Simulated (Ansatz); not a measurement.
**C2H8ClNSi2: a ladder of functionals and wavefunction methods**

One table from this session's results is given with a row withheld; the runs are named, their logs left out.

Method: functionals in def2-TZVPP, the program's frozen cores in correlated methods; program: Ansatz 0.2.0, Gaussian basis.

Plan: PBE-D4, r2SCAN-D4, PBE0-D4, B3LYP-D4, ωB97X-V, ωB97M-V, B2PLYP; CCSD(T)/def2-TZVPP; MP2/def2-QZVPP; extrapolation to the limit.

### The relaxed structure

An earlier PBE0-D4 in a triple-zeta def2 set relaxation fixed the geometry.

SMILES `C=CN([SiH3])[SiH2]Cl`, 14 atoms, charge 0, spin multiplicity 1.

Atoms are counted from 1 here; the program's logs count them from 0.

Bond lengths: C1–C2 1.331 Å, C1–H7 1.081 Å, C1–H8 1.085 Å, C2–N3 1.404 Å, C2–H9 1.090 Å, N3–Si4 1.749 Å, N3–Si5 1.733 Å, Si4–H10 1.477 Å, Si4–H11 1.487 Å, Si4–H12 1.486 Å, Si5–Cl6 2.052 Å, Si5–H13 1.482 Å, Si5–H14 1.478 Å. Angles: C2–C1–H7 119.9°, C2–C1–H8 123.0°, H7–C1–H8 117.1°, C1–C2–N3 126.5°, C1–C2–H9 119.0°, N3–C2–H9 114.5°, C2–N3–Si4 114.9°, C2–N3–Si5 116.7°, Si4–N3–Si5 128.4°, N3–Si4–H10 109.4°, N3–Si4–H11 108.9°, N3–Si4–H12 109.7°, H10–Si4–H11 110.9°, H10–Si4–H12 110.0°, H11–Si4–H12 108.0°, N3–Si5–Cl6 109.5°, N3–Si5–H13 113.1°, N3–Si5–H14 108.5° and more.

Coordinates:

```
C    -0.9529    1.7174    0.9567
C    -0.2440    1.2092   -0.0486
N     0.1410   -0.1319   -0.2047
Si    1.5728   -0.3776   -1.1784
Si   -0.8097   -1.3170    0.6280
Cl   -0.5508   -3.1492   -0.2589
H    -1.2363    2.7608    0.9438
H    -1.2672    1.1305    1.8132
H     0.0704    1.8672   -0.8583
H     1.8848   -1.8204   -1.2355
H     1.3270    0.1663   -2.5403
H     2.7147    0.3663   -0.5852
H    -0.4158   -1.4857    2.0465
H    -2.2339   -0.9359    0.5218
```

Set-up of the first run:

The input, in.yaml:

```yaml
crystal:
  periodic: [false, false, false]
  atoms:
    - {symbol: C, position_ang: [-0.952917, 1.717405, 0.956657]}
    - {symbol: C, position_ang: [-0.243957, 1.209186, -0.048619]}
    - {symbol: N, position_ang: [0.140975, -0.131873, -0.204717]}
    - {symbol: Si, position_ang: [1.572770, -0.377600, -1.178427]}
    - {symbol: Si, position_ang: [-0.809696, -1.316957, 0.627980]}
    - {symbol: Cl, position_ang: [-0.550850, -3.149185, -0.258878]}
    - {symbol: H, position_ang: [-1.236314, 2.760758, 0.943761]}
    - {symbol: H, position_ang: [-1.267185, 1.130470, 1.813172]}
    - {symbol: H, position_ang: [0.070426, 1.867245, -0.858306]}
    - {symbol: H, position_ang: [1.884764, -1.820378, -1.235465]}
    - {symbol: H, position_ang: [1.327003, 0.166310, -2.540293]}
    - {symbol: H, position_ang: [2.714723, 0.366269, -0.585187]}
    - {symbol: H, position_ang: [-0.415816, -1.485736, 2.046477]}
    - {symbol: H, position_ang: [-2.233926, -0.935895, 0.521835]}
basis:
  gaussian: {orbitals: def2-TZVPP}
hamiltonian: {xc: pbe, dispersion: d4}
output: {forces: true, orbitals: {seedname: orbitals}}
```

The run is started by

```sh
> ansatz run in.yaml --threads 2 --pin off --events-out ev --progress --plain --max-ram 22528MiB --backend cuda --devices 0, --max-vram 18GiB
```

Steps of the session up to this table: PBE-D4 (GGA); r2SCAN-D4 (meta-GGA); PBE0-D4 (hybrid); B3LYP-D4 (hybrid); ωB97X-V (range-separated); ωB97M-V (range-separated); B2PLYP (double hybrid); CCSD(T) in def2-TZVPP; MP2 in def2-QZVPP.

One table of the session follows, with a row left open; its other results are not shown here.

| method | atomisation energy (kJ/mol) |
| --- | --- |
| PBE-D4 | 5057.5 |
| r2SCAN-D4 | 5005.6 |
| PBE0-D4 | ? |
| B3LYP-D4 | 5010.3 |
| ωB97X-V | 5033.6 |
| ωB97M-V | 5026.6 |
| B2PLYP | 4943.3 |
| HF/def2-TZVPP | 3686.4 |
| MP2/def2-TZVPP | 4926.8 |
| CCSD/def2-TZVPP | 4796.9 |
| CCSD(T)/def2-TZVPP | 4868.6 |
| MP2/CBS | 5067.3 |
| CCSD(T)/CBS | 5009.1 |

**Question.** Estimate the row for PBE0-D4.

As computed: atomisation energy (kJ/mol): 4997.9. In the column «atomisation energy (kJ/mol)» it lies between B2PLYP (4943.3) and r2SCAN-D4 (5005.6).
